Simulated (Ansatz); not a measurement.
CH4ISi, SMILES C[SiH]I, a search for lower mean-field states

Program: Ansatz 0.2.0, Python API.

The script, `states_ch4isi.py`:
```python
"""Does a wider search find a lower mean-field state of CH4ISi?"""

import ansatz as az
import numpy as np

mol = (
    az.Crystal.molecule()
    .atom("C", (-0.6274, 0.3887, -0.3055))
    .atom("Si", (1.0237, -0.2559, -0.1521))
    .atom("I", (0.8609, -2.5424, 0.699))
    .atom("H", (-0.5752, 1.4702, -0.7015))
    .atom("H", (-1.1937, 0.4463, 0.628))
    .atom("H", (-1.2812, -0.1431, -1.012))
    .atom("H", (1.8541, 0.5682, 0.7984))
)
symbols = [site.symbol for site in mol.cartesian_sites]

start = np.array([site.position_ang for site in mol.cartesian_sites])
for factor in [1.0, 1.3]:
    xyz = (start - start.mean(axis=0)) * factor
    scaled = az.Crystal.molecule()
    for symbol, place in zip(symbols, xyz):
        scaled = scaled.atom(symbol, place.tolist())
    setup = (
        scaled.calculation()
        .basis(gaussian="def2-SVP")
        .functional("pbe0", dispersion="d4")
        .spin("collinear", total=1)
    )
    for search in ("off", "standard"):
        try:
            r = setup.scf(lower_state_search=search).run(threads=1, pin="off").report
        except az.AnsatzError as error:
            print(f"x{factor} search {search}: {type(error).__name__}")
            continue
        state = r["mean_field"]["state"]
        print(f"all distances x{factor}, search {search:8s} E = {r['free_energy_ev']:.5f} eV  <S^2> = {abs(state['spin_squared']):.3f}  other states met: {len(r['mean_field']['others'])}")
```

```console
$ python states_ch4isi.py
all distances x1.0, search off      E = -17073.10080 eV  <S^2> = 0.752  other states met: 0
all distances x1.0, search standard E = -17073.10080 eV  <S^2> = 0.752  other states met: 0
all distances x1.3, search off      E = -17066.65688 eV  <S^2> = 0.768  other states met: 0
all distances x1.3, search standard E = -17066.65688 eV  <S^2> = 0.768  other states met: 4
```

Total energies depend on the basis set; only differences at equal settings carry meaning. The count of other states can hold repeated and symmetry-equivalent ends of the search; scaling all distances is a test, and for more than two atoms no physical path. The structure is a rough, unrelaxed start. def2 sets replace the cores of elements past krypton by effective core potentials. The run takes the species as open-shell (spin multiplicity 2), which needn't be its ground state. The whole script took 17 s on 1 thread of Arm Neoverse V2, with other jobs on the host, peak memory 0.28 GiB.
